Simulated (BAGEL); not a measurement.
# CH2FI (fluoroiodomethane): a first try and a second

Aim: energy and forces of CH2FI (fluoroiodomethane) at HF/x2c-TZVPall (DKH2, density fitting with AutoAux).

The calculation is run with BAGEL 1.2.2.

4 further runs of the same task are left out: 1 that didn't finish, 3 set aside as unsound or not needed.

**1. Starting point**

CH2FI: 5 atoms, total charge 0, spin state singlet. SMILES: `FCI`. The coordinates come from a PBE0-D4/def2-TZVP relaxation.

Bond lengths: F1–C2 1.353 Å, C2–I3 2.142 Å, C2–H4 1.088 Å, C2–H5 1.088 Å. Angles: F1–C2–I3 111.0°, F1–C2–H4 109.9°, F1–C2–H5 109.9°, I3–C2–H4 106.6°, I3–C2–H5 106.6°, H4–C2–H5 112.7°.

**2. Try one**

Input file calc.json:

```json
{ "bagel": [

{
  "title": "molecule",
  "basis": "def2-svp",
  "df_basis": "x2c-tzvpall-autoaux.json",
  "angstrom": "true",
  "dkh": "true",
  "geometry": [
    { "atom": "F", "xyz": [    1.196300,    0.710900,   -0.175500 ] },
    { "atom": "C", "xyz": [    0.160600,   -0.114100,    0.103400 ] },
    { "atom": "I", "xyz": [   -1.632300,    0.547900,   -0.864200 ] },
    { "atom": "H", "xyz": [    0.368100,   -1.112000,   -0.277200 ] },
    { "atom": "H", "xyz": [   -0.042700,   -0.106200,    1.172200 ] }
  ]
},
{
  "title": "force",
  "method": [
    {
      "title": "hf",
      "thresh": 1.0e-10
    }
  ]
}

]}
```

On the command line:

```
BAGEL_NUM_THREADS=1 BAGEL calc.json > calc.out
```

Standard output:

```text
* using 1 threads per process

  ===============================================================
  ===============================================================

  ERROR: EXCEPTION RAISED:  def2-svp cannot be opened. Please see if the file is in <basis library>.
  You can also specify the full path to the basis file.
```

Run time: 0.42 s. Hardware: 1 thread of Intel Xeon Platinum 8488C (Sapphire Rapids), shared host; peak memory 0.081 GiB.

**3. What went wrong**

The program refused the input.

The log says `ERROR: EXCEPTION RAISED:  def2-svp cannot be opened. Please see if the file is in <basis library>.`. What is wrong: the input names a basis that the program doesn't know.

**4. Second attempt**

Input file hf.json:

```json
{ "bagel" : [

{
  "title" : "molecule",
  "basis" : "x2c-tzvpall.json",
  "df_basis" : "x2c-tzvpall-autoaux.json",
  "angstrom" : true,
  "dkh" : true,
  "geometry" : [
    { "atom" : "F", "xyz" : [    1.196300,    0.710900,   -0.175500 ] },
    { "atom" : "C", "xyz" : [    0.160600,   -0.114100,    0.103400 ] },
    { "atom" : "I", "xyz" : [   -1.632300,    0.547900,   -0.864200 ] },
    { "atom" : "H", "xyz" : [    0.368100,   -1.112000,   -0.277200 ] },
    { "atom" : "H", "xyz" : [   -0.042700,   -0.106200,    1.172200 ] }
  ]
},
{
  "title" : "force",
  "method" : [
    {
      "title" : "hf",
      "charge" : 0,
      "thresh" : 1.0e-10
    }
  ]
}

]}
```

The basis set x2c-TZVPall is read from a file made from the Basis Set Exchange's data (not shown).

On the command line:

```
BAGEL_NUM_THREADS=1 BAGEL hf.json > hf.out
```

Standard output:

```text
* using 1 threads per process

  ===============================================================
  ===============================================================

  *** Geometry ***

  { "atom" : "F", "xyz" : [      2.260679,      1.343406,     -0.331647 ] },
  { "atom" : "C", "xyz" : [      0.303490,     -0.215618,      0.195398 ] },
  { "atom" : "I", "xyz" : [     -3.084600,      1.035381,     -1.633101 ] },
  { "atom" : "H", "xyz" : [      0.695608,     -2.101375,     -0.523832 ] },
  { "atom" : "H", "xyz" : [     -0.080691,     -0.200689,      2.215137 ] },

  Number of auxiliary basis functions:      920

  Since a DF basis is specified, we compute 2- and 3-index integrals:
    o Being stored without compression. Storage requirement is 0.132 GB

  Number of basis functions:      134
  Number of electrons      :       70

    * METHOD: MOLECULE                             1.16

  The gradients will be computed analytically.

  *** RHF ***

  === Nuclear Repulsion ===
   218.1697070538

      * DIIS with orbital gradients will be used.

  === RHF iteration (x2c-tzvpall.json) ===
      0      -7248.91173469          0.01478378           0.51
      1      -7249.03272263          0.00921882           0.50
      2      -7249.08597596          0.00120981           0.50
      3      -7249.08732633          0.00041072           0.50
      4      -7249.08752022          0.00011302           0.58
      5      -7249.08754100          0.00004304           0.62
      6      -7249.08754398          0.00001890           0.62
      7      -7249.08754472          0.00000636           0.50
      8      -7249.08754477          0.00000286           0.50
      9      -7249.08754478          0.00000096           0.50
     10      -7249.08754478          0.00000038           0.50
     11      -7249.08754478          0.00000016           0.50
     12      -7249.08754478          0.00000007           0.50
     13      -7249.08754478          0.00000003           0.50
     14      -7249.08754478          0.00000001           0.50
     15      -7249.08754478          0.00000001           0.50
     16      -7249.08754478          0.00000000           0.50
     17      -7249.08754478          0.00000000           0.51
     18      -7249.08754478          0.00000000           0.51
     19      -7249.08754478          0.00000000           0.52
     20      -7249.08754478          0.00000000           0.77
    * SCF iteration converged.

    * Permanent dipole moment:
           (    0.013139,     0.586049,    -0.402944) a.u.

  * Nuclear energy gradient

    o Atom   0
        x          0.0104473042
        y          0.0082844040
        z         -0.0027816270
    o Atom   1
        x         -0.0062515843
        y          0.0011184545
        z         -0.0025576938
    o Atom   2
        x         -0.0007143478
        y         -0.0007313079
        z          0.0003040007
    o Atom   3
        x          0.0000838543
        y         -0.0088120235
        z         -0.0039320948
    o Atom   4
        x         -0.0035652190
        y          0.0001404676
        z          0.0089674209
  * Gradient computed with                              6.53

    * METHOD: FORCE                               19.16

  ===============================================================
```

Wall time 21 s (1 thread of Intel Xeon Platinum 8488C (Sapphire Rapids), shared host); peak memory 0.6 GiB.

**5. Outcome**

Level: HF/x2c-TZVPall (DKH2, density fitting with AutoAux).

| quantity | value |
| --- | --- |
| total energy | -7249.08754 Eh |
| dipole moment | 1.81 D |
| largest force on an atom | 0.700 eV/Å |

What this shows: The largest force is 0.70 eV/Å: the shape isn't a stationary point for this species at this level.
